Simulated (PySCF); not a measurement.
# One shape, several levels: HfH2SeClOF (SMILES [OH][Hf]([F])([Cl])[SeH])

We compute a comparison of 6 runs (HF/def2-SVP, M06-2X/def2-SVP, PBE0/def2-SVP, CAM-B3LYP/def2-SVPD, TPSSh/def2-SVPD, B2PLYP/def2-TZVP) of HfH2SeClOF. Input form: a Python script.

The calculation is run with PySCF 2.14.0.

## 1. Starting point

HfH2SeClOF: 7 atoms, total charge 0, spin state singlet. SMILES: `[OH][Hf]([F])([Cl])[SeH]`. The shape is that of a PBE0-D4/def2-TZVP optimisation. This is one conformer, not always the lowest.

Bond lengths: O1–Hf2 1.891 Å, Hf2–F3 1.894 Å, Hf2–Cl4 2.348 Å, Hf2–Se5 2.583 Å, O1–H6 0.952 Å, Se5–H7 1.472 Å. Angles: O1–Hf2–F3 112.1°, O1–Hf2–Cl4 110.0°, O1–Hf2–Se5 107.7°, F3–Hf2–Cl4 108.4°, F3–Hf2–Se5 107.4°, Cl4–Hf2–Se5 111.1°, Hf2–O1–H6 169.1°, Hf2–Se5–H7 88.3°.

## 2. Energy and forces at HF/def2-SVP (core potential) (run 1)

geometry.xyz reads:

```xyz
7

O     -0.890900     0.374300     1.190900
Hf     0.213300    -0.601500     0.006100
F      1.556300    -1.575400     0.920300
Cl    -1.083700    -2.113500    -1.236900
Se     1.402000     1.093900    -1.537600
H     -1.436100     0.718800     1.891800
H      0.300300     2.035500    -1.280300
```

job.py reads:

```python
import pyscf.grad
from pyscf import gto, scf

mol = gto.Mole()
mol.atom = 'geometry.xyz'
mol.verbose = 4
mol.max_memory = 1860
mol.ecp = {'Hf': 'def2-svp'}
mol.basis = 'def2-svp'
mol.build()

mf = scf.RHF(mol)
mf.conv_tol = 1e-10
mf.kernel()
if not mf.converged:
    mf = mf.newton().run(mf.mo_coeff, mf.mo_occ)

e_tot = mf.e_tot
print('Final energy', e_tot)
grad = mf.Gradients().kernel()
dip = mf.dip_moment()
pop, q = mf.mulliken_pop()
```

The run is started by

```bash
$ OMP_NUM_THREADS=1 python job.py
```

The log of the run:

```text
PySCF version 2.14.0

[... 65 lines left out ...]
converged SCF energy = -3081.99344634442
Final energy -3081.9934463444215
[... 13 lines left out ...]
Dipole moment(X, Y, Z, Debye): -2.08337,  1.74639,  2.33515
[... 128 lines left out ...]
charge of    6H =      0.07428
```

Wall time 50 s (1 thread of Intel Xeon at 2.50GHz (Skylake/Cascade Lake), shared host); peak memory 0.32 GiB.

## 3. Energy and forces at M06-2X/def2-SVP (core potential) (run 2)

input.xyz reads:

```xyz
7
ClFH2HfOSe
O     -0.890900     0.374300     1.190900
Hf     0.213300    -0.601500     0.006100
F      1.556300    -1.575400     0.920300
Cl    -1.083700    -2.113500    -1.236900
Se     1.402000     1.093900    -1.537600
H     -1.436100     0.718800     1.891800
H      0.300300     2.035500    -1.280300
```

calc.py reads:

```python
from pyscf import gto, dft

mol = gto.Mole()
mol.atom = 'input.xyz'
mol.spin = 0
mol.verbose = 4
mol.basis = 'def2-svp'
mol.ecp = {'Hf': 'def2-svp'}
mol.max_memory = 1860
mol.build()

myscf = dft.RKS(mol)
myscf.xc = 'm06-2x'
myscf.grids.level = 5
myscf.conv_tol = 1e-10
myscf.kernel()
if not myscf.converged:
    myscf = myscf.newton().run(myscf.mo_coeff, myscf.mo_occ)

e_tot = myscf.e_tot
print('E(%s) = %.9f' % ('M06-2X', e_tot))
grad = myscf.nuc_grad_method().kernel()
dip = myscf.dip_moment()
pop, q = myscf.mulliken_pop()
```

The run is started by

```bash
$ OMP_NUM_THREADS=1 python calc.py
```

The log of the run:

```text
PySCF version 2.14.0

[... 80 lines left out ...]
converged SCF energy = -3085.60312284606
[... 15 lines left out ...]
Dipole moment(X, Y, Z, Debye): -1.99375,  1.81591,  2.25627
[... 128 lines left out ...]
charge of    6H =      0.10384
```

It took 2.2 min on 1 thread of Intel Xeon at 2.50GHz (Skylake/Cascade Lake), shared host; peak memory 1.2 GiB.

Runs 3 to 4 aren't shown in full; the table further down has their settings and results.

## 4. Energy and forces at TPSSh/def2-SVPD (core potential) (run 5)

input.xyz: that of step 3 with these lines changed.

```diff
@@ -1,3 +1,3 @@
 7
-ClFH2HfOSe
+
 O     -0.890900     0.374300     1.190900
```

calc.py reads:

```python
from pyscf import gto, dft

system = gto.M(
    atom='input.xyz',
    basis='def2-svpd',
    verbose=4,
    ecp={'Hf': 'def2-svp'},
    max_memory=1860,
)

calc0 = dft.RKS(system, xc='tpssh')
calc0.conv_tol = 1e-10
calc0.grids.level = 5
calc0.kernel()
if not calc0.converged:
    calc0 = calc0.newton().run(calc0.mo_coeff, calc0.mo_occ)

e_final = calc0.e_tot
print('Final energy', e_final)
grad = calc0.nuc_grad_method().kernel()
dip = calc0.dip_moment()
pop, q = calc0.mulliken_pop()
```

The run is started by

```bash
$ OMP_NUM_THREADS=1 python calc.py
```

The log of the run:

```text
PySCF version 2.14.0

[... 80 lines left out ...]
converged SCF energy = -3085.7169520735
Final energy -3085.7169520734988
[... 14 lines left out ...]
Dipole moment(X, Y, Z, Debye): -1.62003,  1.72517,  2.08719
[... 173 lines left out ...]
charge of    6H =      0.19753
```

Run time: 4.1 min. Hardware: 1 thread of Intel Xeon at 2.50GHz (Skylake/Cascade Lake), shared host; peak memory 2.1 GiB.

## 5. A single-point energy at B2PLYP/def2-TZVP (core potential) (run 6)

geometry.xyz: that of step 2 with these lines changed.

```diff
@@ -1,3 +1,3 @@
 7
-
+ClFH2HfOSe
 O     -0.890900     0.374300     1.190900
```

calc.py reads:

```python
from pyscf import gto, dft, mp

mol = gto.M(
    atom='geometry.xyz',
    charge=0,
    basis='def2-tzvp',
    ecp={'Hf': 'def2-svp'},
    max_memory=1860,
    verbose=3,
)

mf = dft.RKS(mol)
mf.xc = '0.53*HF + 0.47*B88, 0.73*LYP'
mf.conv_tol = 1e-10
mf.grids.level = 5
mf.kernel()
if not mf.converged:
    mf = mf.newton().run(mf.mo_coeff, mf.mo_occ)

pt = mp.MP2(mf, frozen=16).run()
e_final = mf.e_tot + 0.27 * pt.e_corr
print('PT2 part  %.8f' % (0.27 * pt.e_corr))
print('E = %.10f Eh' % e_final)
dip = mf.dip_moment()
pop, q = mf.mulliken_pop()
```

The run is started by

```bash
$ OMP_NUM_THREADS=1 python calc.py
```

The log of the run:

```text
converged SCF energy = -3085.30792235308

[... 4 lines left out ...]
Dipole moment(X, Y, Z, Debye): -1.81190,  1.67082,  2.10290
[... 207 lines left out ...]
charge of    6H =      0.12391
```

It took 3.6 min on 1 thread of Intel Xeon at 2.50GHz (Skylake/Cascade Lake), shared host; peak memory 3.1 GiB.

## 6. Overview of the runs

| run | level | integration grid | task | energy (Eh) | dipole moment (D) | HOMO energy (eV) | LUMO energy (eV) | wall time |
| --- | --- | --- | --- | --- | --- | --- | --- | --- |
| 1 | HF/def2-SVP (core potential) | – | gradient | -3081.993446 | 3.58 | -9.87 | 1.85 | 50 s |
| 2 | M06-2X/def2-SVP (core potential) | 5 | gradient | -3085.603123 | 3.52 | -8.44 | -0.42 | 2.2 min |
| 3 | PBE0/def2-SVP (core potential) | 5 | gradient | -3085.127636 | 3.45 | -7.32 | -1.18 | 99 s |
| 4 | CAM-B3LYP/def2-SVPD (core potential) | 5 | gradient | -3085.823153 | 3.19 | -8.64 | -0.37 | 6.4 min |
| 5 | TPSSh/def2-SVPD (core potential) | 5 | gradient | -3085.716952 | 3.16 | -6.83 | -1.79 | 4.1 min |
| 6 | B2PLYP/def2-TZVP (core potential) | 5 | energy | -3085.709408 | 3.24 | -8.26 | -0.02 | 3.6 min |

## 7. Summary of results

```
                                  quantity           value
                       run 6: total energy  -3085.70941 Eh
           run 6: dipole moment (SCF part)          3.24 D
  run 6: HOMO energy (SCF part's orbitals)        -8.26 eV
  run 6: LUMO energy (SCF part's orbitals)        -0.02 eV
run 6: HOMO–LUMO gap (SCF part's orbitals)         8.24 eV
```

What this shows: The dipole moment (its size) runs from 3.16 D (TPSSh/def2-SVPD) to 3.58 D (HF/def2-SVP). The two ends differ in method and basis. The HOMO–LUMO gap runs from 5.04 eV (TPSSh/def2-SVPD) to 11.71 eV (HF/def2-SVP). Totals of different functionals can't be ranked against each other. All runs together took 19 min, the longest 6.4 min.
